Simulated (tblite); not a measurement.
# C5H14AsBO2: the cost of one run

Programs: tblite 0.8.0 and PySCF 2.14.0, with density-fitted response routines of our own. Each step states its level of theory. These are calculated values for one molecule in the gas phase, unless marked as measured. Atoms count from 0, in the outputs and in this text.

## (1) The starting structure

23 atoms, charge 0, multiplicity 1; geometry from: force field or distance geometry start.

Bonds of the start (Å): C0–C1 1.54, C1–C2 1.54, C2–C3 1.55, C2–O4 1.41, O4–B5 1.47, B5–As6 2.04, B5–O7 1.48, O7–C8 1.41, C0–H9 1.12, C0–H10 1.10, C0–H11 1.12, C1–H12 1.11, C1–H13 1.11, C2–H14 1.13, C3–H15 1.10, C3–H16 1.11, C3–H17 1.11, As6–H18 1.56, As6–H19 1.56, C8–H20 1.11, C8–H21 1.11, C8–H22 1.10.

## (2) Relaxing the molecule with GFN2-xTB

What the job is given:

```
{"job": {"kind": "relax", "xc": "GFN2-xTB", "basis": "xTB"}, "charge": 0, "multiplicity": 1}
C     -2.043600    -1.540100     1.003000
C     -2.118100    -0.554400    -0.178000
C     -0.903600     0.398600    -0.166400
C     -1.076400     1.438600    -1.304200
O      0.269200    -0.351000    -0.374800
B      1.403000     0.243300     0.345000
As     1.845700    -0.385300     2.235300
O      2.255500     1.269200    -0.295400
C      3.282500     0.610500    -1.005600
H     -2.056200    -0.986400     1.972100
H     -1.141300    -2.167100     0.939200
H     -2.943900    -2.206400     0.979400
H     -3.064200     0.022500    -0.080600
H     -2.133200    -1.135800    -1.122000
H     -0.937900     0.958000     0.809400
H     -1.091800     0.926300    -2.272500
H     -0.231300     2.156200    -1.273900
H     -2.021600     1.995600    -1.165800
H      1.602300    -1.880300     1.856300
H      0.377800    -0.180500     2.727500
H      3.936300     0.036200    -0.321800
H      3.908100     1.387700    -1.492100
H      2.877900    -0.028400    -1.804000
```

Run with:

```console
OMP_NUM_THREADS=1 python probes_run.py task.json out
```

The driver reads the jobs from task.json and runs them one after another.

Q: Estimate the wall time of this first job on 1 thread of Arm Neoverse N1, shared host.

About 3.6 s.
